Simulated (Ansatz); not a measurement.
**C₇H₉N: basis-set convergence**

Aim: see how fast density functionals converge with the basis set for C₇H₉N.

Program: Ansatz 0.2.0, Gaussian basis. Level of theory: one geometry, several basis sets. These are calculated values, not measurements.

Plan: PBE0-D4/def2-SVP; ωB97M-V/def2-SVP; PBE0-D4/def2-QZVPP; ωB97M-V/def2-QZVPP; the functionals' def2-TZVPP values are taken from earlier runs.

## (1) The geometry

All runs share one geometry, relaxed beforehand with PBE0-D4 in a triple-zeta def2 set.

SMILES `Cc1cccc(N)c1`, 17 atoms, charge 0, spin multiplicity 1.

Atoms are counted from 1 here; the program's logs count them from 0.

Bond lengths: C1–C2 1.499 Å, C1–H9 1.092 Å, C1–H10 1.092 Å, C1–H11 1.095 Å, C2–C3 1.392 Å, C2–C8 1.388 Å, C3–C4 1.386 Å, C3–H12 1.084 Å, C4–C5 1.383 Å, C4–H13 1.085 Å, C5–C6 1.395 Å, C5–H14 1.085 Å, C6–N7 1.386 Å, C6–C8 1.395 Å, N7–H15 1.007 Å, N7–H16 1.007 Å, C8–H17 1.087 Å. Angles: C2–C1–H9 111.3°, C2–C1–H10 111.5°, C2–C1–H11 110.8°, H9–C1–H10 108.2°, H9–C1–H11 107.3°, H10–C1–H11 107.5°, C1–C2–C3 120.7°, C1–C2–C8 120.3°, C3–C2–C8 119.0°, C2–C3–C4 119.9°, C2–C3–H12 119.9°, C4–C3–H12 120.3°, C3–C4–C5 121.0°, C3–C4–H13 119.8°, C5–C4–H13 119.3°, C4–C5–C6 119.9°, C4–C5–H14 120.3°, C6–C5–H14 119.7° and more.

## (2) PBE0-D4 in def2-SVP

in.yaml reads:

```yaml
crystal:
  periodic: [false, false, false]
  atoms:
    - {symbol: C, position_ang: [1.558809, -1.614121, 1.132656]}
    - {symbol: C, position_ang: [0.774492, -0.648193, 0.297027]}
    - {symbol: C, position_ang: [1.340637, -0.062582, -0.831861]}
    - {symbol: C, position_ang: [0.611283, 0.853786, -1.573103]}
    - {symbol: C, position_ang: [-0.678794, 1.197153, -1.210617]}
    - {symbol: C, position_ang: [-1.263197, 0.616888, -0.084468]}
    - {symbol: N, position_ang: [-2.575962, 0.901765, 0.258705]}
    - {symbol: C, position_ang: [-0.521469, -0.304267, 0.655478]}
    - {symbol: H, position_ang: [2.266716, -2.179880, 0.524136]}
    - {symbol: H, position_ang: [0.905243, -2.322967, 1.644561]}
    - {symbol: H, position_ang: [2.135757, -1.086901, 1.899038]}
    - {symbol: H, position_ang: [2.349905, -0.325646, -1.128269]}
    - {symbol: H, position_ang: [1.053658, 1.308804, -2.452578]}
    - {symbol: H, position_ang: [-1.243408, 1.909501, -1.803336]}
    - {symbol: H, position_ang: [-2.813086, 0.741193, 1.223743]}
    - {symbol: H, position_ang: [-2.927068, 1.782284, -0.079904]}
    - {symbol: H, position_ang: [-0.973516, -0.766806, 1.528783]}
basis:
  gaussian: {orbitals: def2-SVP}
hamiltonian: {xc: pbe0, dispersion: d4}
output: {orbitals: {seedname: orbitals}}
```

Launch:

```
> ansatz run in.yaml --threads 2 --pin off --events-out ev --progress --plain --max-ram 32768MiB --backend cpu
```

Further steps of the session: ωB97M-V in def2-SVP; PBE0-D4 in def2-QZVPP; ωB97M-V in def2-QZVPP.

**Question.** What will the summary of the whole plan be? Wanted: PBE0-D4: double and triple zeta above quadruple; ωB97M-V: double and triple zeta above quadruple.

As calculated:

```
                                       quantity           value
PBE0-D4: double and triple zeta above quadruple  10.04, 0.48 eV
ωB97M-V: double and triple zeta above quadruple  10.44, 0.45 eV
```

In words: For PBE0-D4 the step from double to triple zeta gains 9.56 eV and the next only 0.48 eV. These are total energies; as a rule much of such shifts cancels in differences, which this series doesn't test. The LUMO of ωB97M-V is positive and keeps falling with the basis (2.29 to 1.74 eV): an unbound level that the basis holds in place.
